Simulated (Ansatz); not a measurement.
## Molecular dynamics of MgO

The input (input.yaml):

```yaml
accuracy: low
crystal:
  lattice:
    - [5.896846, 0.0, 0.0]
    - [2.948423, 5.106819, 0.0]
    - [0.0, 0.0, 19.018444]
  atoms:
    - { symbol: Mg, position: [0.0, 0.0, 0.0525805] }
    - { symbol: O, position: [0.3333334, 0.83333329, 0.1158711] }
    - { symbol: Mg, position: [3.0e-08, 0.49999997, 0.0525805] }
    - { symbol: O, position: [0.33333337, 0.33333331, 0.1158711] }
    - { symbol: Mg, position: [0.50000003, 0.0, 0.0525805] }
    - { symbol: O, position: [0.83333343, 0.83333329, 0.1158711] }
    - { symbol: Mg, position: [0.50000006, 0.49999997, 0.0525805] }
    - { symbol: O, position: [0.8333334, 0.33333331, 0.1158711] }
    - { symbol: Mg, position: [0.66666674, 0.66666663, 0.1880503] }
    - { symbol: O, position: [3.0e-08, 0.49999997, 0.24415048] }
    - { symbol: Mg, position: [0.66666671, 0.16666666, 0.1880503] }
    - { symbol: O, position: [0.0, 0.0, 0.24415048] }
    - { symbol: Mg, position: [0.16666671, 0.66666663, 0.1880503] }
    - { symbol: O, position: [0.50000006, 0.49999997, 0.24415048] }
    - { symbol: Mg, position: [0.16666669, 0.16666666, 0.1880503] }
    - { symbol: O, position: [0.50000003, 0.0, 0.24415048] }
    - { symbol: Mg, position: [0.33333337, 0.33333331, 0.31893072] }
    - { symbol: O, position: [0.66666671, 0.16666666, 0.37193922] }
    - { symbol: Mg, position: [0.3333334, 0.83333329, 0.31893072] }
    - { symbol: O, position: [0.66666674, 0.66666663, 0.37193922] }
    - { symbol: Mg, position: [0.8333334, 0.33333331, 0.31893072] }
    - { symbol: O, position: [0.16666669, 0.16666666, 0.37193922] }
    - { symbol: Mg, position: [0.83333343, 0.83333329, 0.31893072] }
    - { symbol: O, position: [0.16666671, 0.66666663, 0.37193922] }
basis:
  ecutwfc: 420.0
kpoints:
  mp_grid: { grid: [2, 2, 1] }
hamiltonian:
  xc: pbe
  dispersion: d3bj
  pseudopotentials: { kind: paw, azcp: { folder: soft_1 } }
scf:
  occupations: { method: fermi_dirac, width: 0.05 }
  lower_state_search: "off"
md:
  timestep: 1.5
  n_steps: 160
  ensemble: nvt_nose_hoover
  temperature: 700.0
  initial_velocities: maxwell_boltzmann
  seed: 210706
  nose_hoover: { tau: 100.0, chain_length: 3 }
  constraints: [{ sites: [0, 1, 2, 3, 4, 5, 6, 7] }]
```

Run as:

```bash
$ ansatz run input.yaml --threads 2 --pin off --max-ram 5120MiB --backend cpu --events-out ev --progress --plain --runs-dir out
```

It starts from a partly relaxed structure (largest force component 0.06 eV/Å).

Output, in part (step lines):

```
md step     0: t =     0.00 fs  T =   700.0 K  F+E_penalty+E_count = -29914.49594255 eV  E_kin = 1.447712 eV  conserved = -29913.04823056 eV  (25 SCF iters)
md step     1: t =     1.50 fs  T =   692.7 K  F+E_penalty+E_count = -29914.48092187 eV  E_kin = 1.432703 eV  conserved = -29913.04822016 eV  (16 SCF iters)
md step     2: t =     3.00 fs  T =   671.4 K  F+E_penalty+E_count = -29914.43664440 eV  E_kin = 1.388547 eV  conserved = -29913.04810727 eV  (16 SCF iters)
md step     3: t =     4.50 fs  T =   636.9 K  F+E_penalty+E_count = -29914.36515906 eV  E_kin = 1.317313 eV  conserved = -29913.04789075 eV  (16 SCF iters)
md step     4: t =     6.00 fs  T =   591.2 K  F+E_penalty+E_count = -29914.27018089 eV  E_kin = 1.222734 eV  conserved = -29913.04757574 eV  (16 SCF iters)
md step     5: t =     7.50 fs  T =   536.8 K  F+E_penalty+E_count = -29914.15698489 eV  E_kin = 1.110100 eV  conserved = -29913.04717433 eV  (7 SCF iters)
md step     6: t =     9.00 fs  T =   476.8 K  F+E_penalty+E_count = -29914.03218072 eV  E_kin = 0.986016 eV  conserved = -29913.04670765 eV  (5 SCF iters)
md step     7: t =    10.50 fs  T =   414.9 K  F+E_penalty+E_count = -29913.90334312 eV  E_kin = 0.858032 eV  conserved = -29913.04620845 eV  (5 SCF iters)
[... lines left out ...]
md step   160: t =   240.00 fs  T =   767.8 K  F+E_penalty+E_count = -29913.64374993 eV  E_kin = 1.587873 eV  conserved = -29913.04426024 eV  (15 SCF iters)
```

The steps, from the saved trajectory:

| time (fs) | T (K) | potential energy less start (eV) | conserved less start (meV/atom) |
| --- | --- | --- | --- |
| 0 | 700 | 0.000 | 0.00 |
| 7.5 | 537 | 0.339 | 0.04 |
| 15 | 256 | 0.925 | 0.14 |
| 22.5 | 218 | 1.006 | 0.12 |
| 30 | 374 | 0.693 | 0.04 |
| 37.5 | 418 | 0.622 | 0.04 |
| 45 | 301 | 0.887 | 0.09 |
| 52.5 | 214 | 1.085 | 0.11 |
| 60 | 266 | 0.997 | 0.09 |
| 67.5 | 385 | 0.784 | 0.07 |
| 75 | 456 | 0.683 | 0.07 |
| 82.5 | 460 | 0.725 | 0.09 |
| 90 | 436 | 0.824 | 0.09 |
| 97.5 | 395 | 0.951 | 0.11 |
| 105 | 417 | 0.946 | 0.12 |
| 112.5 | 514 | 0.785 | 0.09 |
| 120 | 575 | 0.702 | 0.09 |
| 127.5 | 571 | 0.750 | 0.10 |
| 135 | 519 | 0.889 | 0.10 |
| 142.5 | 443 | 1.074 | 0.12 |
| 150 | 406 | 1.176 | 0.13 |
| 157.5 | 415 | 1.179 | 0.11 |
| 165 | 416 | 1.204 | 0.11 |
| 172.5 | 416 | 1.229 | 0.12 |
| 180 | 424 | 1.240 | 0.11 |
| 187.5 | 404 | 1.311 | 0.12 |
| 195 | 392 | 1.367 | 0.15 |
| 202.5 | 488 | 1.202 | 0.14 |
| 210 | 664 | 0.883 | 0.09 |
| 217.5 | 698 | 0.866 | 0.09 |
| 225 | 581 | 1.154 | 0.15 |
| 232.5 | 546 | 1.267 | 0.19 |
| 240 | 768 | 0.852 | 0.17 |

All steps were run. The conserved energy stayed within 0.19 meV per atom of its start (net change 0.17 meV per atom), so the integration is sound. The mean temperature of the second half is 28 % below the set value. A run of 0.24 ps of so small a system gives no equilibrium averages. Limits of this set-up: coarse k mesh, thin slab, slab without dipole correction, low accuracy level.

Mean squared displacements from the first frame to the last: Mg 0.06 Å², O 0.08 Å².

Last frame:

```xyz
24
Lattice="5.8968 0.0000 0.0000 2.9484 5.1068 0.0000 0.0000 0.0000 19.0184" Properties=species:S:1:pos:R:3
Mg 0.000 0.000 1.000
O 4.423 4.256 2.204
Mg 1.474 2.553 1.000
O 2.948 1.702 2.204
Mg 2.948 0.000 1.000
O 7.371 4.256 2.204
Mg 4.423 2.553 1.000
O 5.897 1.702 2.204
Mg 5.957 3.400 3.560
O 1.425 2.587 4.566
Mg 4.449 0.903 3.644
O 0.212 -0.023 4.548
Mg 2.886 3.370 3.680
O 4.385 2.538 4.657
Mg 1.627 0.624 3.516
O 3.108 0.002 4.725
Mg 3.261 2.010 6.596
O 4.780 0.507 7.093
Mg 4.336 4.346 6.184
O 5.614 3.178 6.916
Mg 5.997 1.622 5.917
O 1.703 0.967 7.095
Mg 7.141 4.152 6.023
O 2.677 3.916 7.380
```

Time of the run: 16 min on 2 threads of Arm Neoverse V2, with other jobs on the host, peak memory 1.2 GiB.
